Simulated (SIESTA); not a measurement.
TlPt under changes of volume

One of the cells (20.615 Å³/atom); the others are scaled copies at fixed shape and fractional positions:

```xyz
6
Lattice="5.5674 0.0000 0.0000 -2.7837 4.8215 0.0000 0.0000 0.0000 4.6079" Properties=species:S:1:pos:R:3 pbc="T T T"
Tl   -1.3918    2.4107    0.0000
Tl    1.3918    2.4107    0.0000
Tl    2.7837    0.0000    0.0000
Pt    2.7837    1.6072    2.3039
Pt    0.0000    3.2143    2.3039
Pt    0.0000    0.0000    0.0000
```

- Program: SIESTA 5.4.2
- Functional: PBEsol
- Potentials or basis: PseudoDojo 0.4 standard (PBEsol files)
- Basis: DZP (energy shift 0.003 Ry; two zetas on semicore shells)
- Grid cutoff: 800 Ry
- Energy shift: 0.003 Ry
- k mesh: 6 × 6 × 6
- Occupations: fermi-dirac, width 0.05 eV
- Spin: no spin polarisation

| volume (Å³/atom) | energy over the lowest point (meV/atom) | pressure (GPa) |
| --- | --- | --- |
| 19.773 | 154.69 | 20.6 |
| 20.194 | ? | ? |
| 20.615 | 67.29 | 13.0 |
| 21.456 | 15.22 | 7.1 |
| 21.877 | 0.00 | 4.6 |

**Question.** What does the run at 20.194 Å³/atom give?

**Answer.** Energy over the lowest point 106.01 meV/atom; pressure 16.7 GPa.

Worked out: A Birch-Murnaghan fit of order 2 (a polynomial in V^(-2/3)) to the other rows has no minimum within the range. It gives 106.22 meV/atom at 20.194 Å³/atom, against the run's 106.01, and -dE/dV = 16.6 GPa, against 16.7.

Energies are extrapolated to zero smearing.

Caveats: short orbitals over semicore shells can move pressures by several GPa; the basis of atomic orbitals isn't converged, which shifts pressures, moduli and gaps.
